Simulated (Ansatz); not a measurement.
# WCl+ (quintet): the correlation ladder, def2-SVP

The task here is to estimate one member of a computed series from the others.

Computed with Ansatz 0.2.0, Gaussian basis. Level: def2-SVP, core rule «outside noble gas», up to 9 orbitals frozen.

To be run: UHF; CCSD(T) on ROHF; CCSD(T) on UHF; CISD as a restricted active space (open shells left free, so some higher excitations enter); CCSDT(Q) on ROHF; CCSDT(Q) on UHF; CASSCF and MRCISD+Q, 12 electrons in 10 orbitals; CASSCF and NEVPT2, 12 electrons in 10 orbitals.

10 further runs of the same task are left out: 3 that didn't finish, 7 set aside as unsound or not needed. Runs told in other sessions of the task aren't counted.

## What is computed

The geometry is a PBE0/def2-TZVP stationary point (not a proven minimum) of the parent state, kept for this charge and spin. No spin-orbit coupling is included. Elements past krypton take def2 core potentials.

2 atoms, charge 1, spin multiplicity 5.

Atoms are counted from 1 here; the program's logs count them from 0.

Bond lengths: W1–Cl2 2.143 Å.

Set-up of the first run:

Input file in.yaml:

```yaml
crystal:
  periodic: [false, false, false]
  atoms:
    - {symbol: W, position_ang: [0.000000, 0.000000, 0.000000]}
    - {symbol: Cl, position_ang: [0.000000, 0.000000, 2.142800]}
basis:
  gaussian: {orbitals: def2-SVP}
total_charge: 1
magnetization: {spin_polarized: true, initial_magnetization: 4}
hamiltonian: {xc: hf}
output: {orbitals: {seedname: orbitals}}
```

Run with:

```bash
ansatz run in.yaml --threads 1 --pin off --events-out ev --progress --plain --max-ram 2393MiB
```

Steps of the session up to this table: UHF; CCSD(T) on ROHF; CCSD(T) on UHF; CISD as a restricted active space (open shells left free, so some higher excitations enter); CCSDT(Q) on ROHF; CCSDT(Q) on UHF; CASSCF and MRCISD+Q, 12 electrons in 10 orbitals; CASSCF and NEVPT2, 12 electrons in 10 orbitals.

One of the session's tables, all rows but one given; the rest of the session is left out.

It belongs to the step «Misses and costs». 

| method | from RCCSDT(Q) (meV) |
| --- | --- |
| ROHF | +6233.8 |
| UHF | +6034.6 |
| RMP2 | +783.6 |
| UMP2 | +649.3 |
| RCCSD | +254.6 |
| UCCSD | +161.6 |
| RCCSD(T) | +31.6 |
| UCCSD(T) | ? |
| RCCSDT | +6.1 |
| UCCSDT | -83.6 |
| RCCSDT(Q) | 0 |
| UCCSDT(Q) | -102.0 |
| CASSCF valence | +5169.2 |
| NEVPT2 valence | +1109.6 |
| MRCISD valence | +391.5 |
| MRCISD+Q valence | +46.5 |

Q: Estimate the row for UCCSD(T) from the others.

**Answer.** from RCCSDT(Q) (meV): -57.6. In the column «from RCCSDT(Q) (meV)» it lies between UCCSDT (-83.6) and RCCSDT(Q) (0).

Not comparable, so not listed: CISD as a restricted active space (open shells left free, so some higher excitations enter) (they don't share determinant, frozen orbitals or solution with the rows shown, or repeat one).

Caveats from the session: Restricted and unrestricted rows rest on different reference determinants; a gap between their highest levels can come from leftover correlation error, from unlike frozen cores or from another state.
